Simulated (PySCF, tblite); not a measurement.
**C4H6F2N2OSi: infrared bands and NMR shifts**

Wanted: the infrared bands and NMR shifts of C4H6F2N2OSi (`FC(F)Oc1nccn1[SiH3]`), by calculation.

Programs: tblite 0.8.0 and PySCF 2.14.0, with density-fitted response routines of our own. Each step states its level of theory. These are calculated values for one molecule in the gas phase, unless marked as measured. Atoms count from 0, in the outputs and in this text.

**1. The starting structure**

16 atoms, charge 0, multiplicity 1; geometry from: GFN2-xTB.

Bonds of the start (Å): F0–C1 1.35, C1–F2 1.35, C1–O3 1.36, O3–C4 1.36, C4–N5 1.30, N5–C6 1.37, C6–C7 1.36, C7–N8 1.38, N8–Si9 1.76, N8–C4 1.35, C1–H10 1.10, C6–H11 1.07, C7–H12 1.07, Si9–H13 1.46, Si9–H14 1.46, Si9–H15 1.46.

**2. Infrared spectrum with GFN2-xTB**

What the job is given:

```
{"job": {"kind": "ir", "xc": "GFN2-xTB", "basis": "xTB"}, "charge": 0, "multiplicity": 1}
F      2.845527    -1.203641     1.826449
C      2.429839    -0.634784     0.679765
F      3.094771    -1.274603    -0.304015
O      1.093153    -0.835005     0.535127
C      0.343477     0.278480     0.310043
N      0.749154     1.507901     0.276029
C     -0.391917     2.230363     0.021154
C     -1.452402     1.393736    -0.088991
N     -0.979000     0.110645     0.098122
Si    -1.760973    -1.465331     0.077859
H      2.713093     0.429575     0.674630
H     -0.343187     3.296424    -0.057907
H     -2.487981     1.576605    -0.281252
H     -1.108726    -2.237576    -0.973373
H     -3.149410    -1.134620    -0.235021
H     -1.603018    -2.029228     1.413892
```

**Question.** This job is followed by: GIAO PBE0/pcSseg-1 NMR shielding, non-relativistic, gas phase. What will the session give for the following? strongest single infrared mode (GFN2-xTB); zero-point energy (GFN2-xTB); 13C shifts against TMS (PBE0/pcSseg-1); 1H shifts against TMS (PBE0/pcSseg-1, means over atoms taken as alike); 19F shifts against CFCl3 (PBE0/pcSseg-1, means over atoms taken as alike); 17O shifts against H2O (PBE0/pcSseg-1); 15N shifts against NH3 (PBE0/pcSseg-1); 29Si shifts against TMS (PBE0/pcSseg-1).

The runs gave:

```
                                                                 quantity                           value
                                strongest single infrared mode (GFN2-xTB)            788 cm⁻¹, 376 km/mol
                                             zero-point energy (GFN2-xTB)                   62.3 kcal/mol
                                   13C shifts against TMS (PBE0/pcSseg-1)  158.6, 132.4, 122.5, 120.8 ppm
   1H shifts against TMS (PBE0/pcSseg-1, means over atoms taken as alike)      8.32, 6.96, 6.50, 5.02 ppm
19F shifts against CFCl3 (PBE0/pcSseg-1, means over atoms taken as alike)                      -104.2 ppm
                                   17O shifts against H2O (PBE0/pcSseg-1)                       167.2 ppm
                                   15N shifts against NH3 (PBE0/pcSseg-1)                254.7, 151.3 ppm
                                  29Si shifts against TMS (PBE0/pcSseg-1)                       -55.1 ppm
```

What this shows: All 42 modes are real, so the xTB geometry is a minimum. The strongest single mode, at 788 cm⁻¹, has its largest shares on H14, H13 and H15 (the list is cut at 3 atoms). Unscaled tight-binding wavenumbers are off by several per cent, some by more. Its intensities can rank the bands wrongly. H10 (hydrogen on an sp3 CH bonded to 2 F and O) lies farthest downfield among hydrogen, at 8.32 ppm; its carbon carries F and O, which withdraws density. At PBE0/pcSseg-1: Shielding is most anisotropic at N5 (span 414 ppm, paramagnetic term -322 ppm). NICS(1)zz of -25 ppm above the planar ring from C4 marks a diatropic (aromatic) ring current.
